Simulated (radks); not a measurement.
# Sn⁴⁺ in [Kr] 4d10: an all-electron calculation

An exercise on one series of results from a longer session: the logs are not shown, and one member is left open.

Method: scalar-relativistic Kohn-Sham, PBE, spin-polarised, spherical densities, finite nucleus. Code: radks (a radial shooting solver on a logarithmic mesh, Libxc functionals) version 1.

**The system**

| Property | Result |
| --- | --- |
| element | tin (Z = 50) |
| charge | +4 |
| electrons | 46 |
| configuration | [Kr] 4d10 |
| nuclear rms radius | 4.6519 fm |

The outer shells:

Sn⁴⁺
```
[Kr] core
4d [↑↓][↑↓][↑↓][↑↓][↑↓]
```

The first run:

Settings of this run:

```text
Z 50
configuration [Kr] 4d10
relativity scalar-relativistic
functional pbe,pbe
spin polarised
nucleus finite rms 4.6519 fm
c 137.035999084
```

One table of the session follows, with a row left open; its other results are not shown here.

It belongs to the step «Radial structure». From the orbitals of this run (lengths in bohr):

```
level      <r>  outermost maximum (interpolated)  90 % within  nodes
   1s  0.02906                            0.0188       0.0522      0
   2s        ?                                 ?            ?      ?
   2p   0.1096                            0.0849        0.178      0
   3s   0.3393                             0.308        0.499      2
   3p   0.3377                             0.301        0.507      1
   3d   0.3146                             0.251        0.496      0
   4s   0.8178                             0.746         1.18      3
   4p   0.8834                             0.788         1.30      2
   4d    1.069                             0.884         1.64      1
```

Q: Estimate the row for 2s from the others.

As computed: <r>: 0.1255; outermost maximum (interpolated): 0.106; 90 % within: 0.194; nodes: 1. In the column «<r>» it lies between 2p (0.1096) and 3d (0.3146).
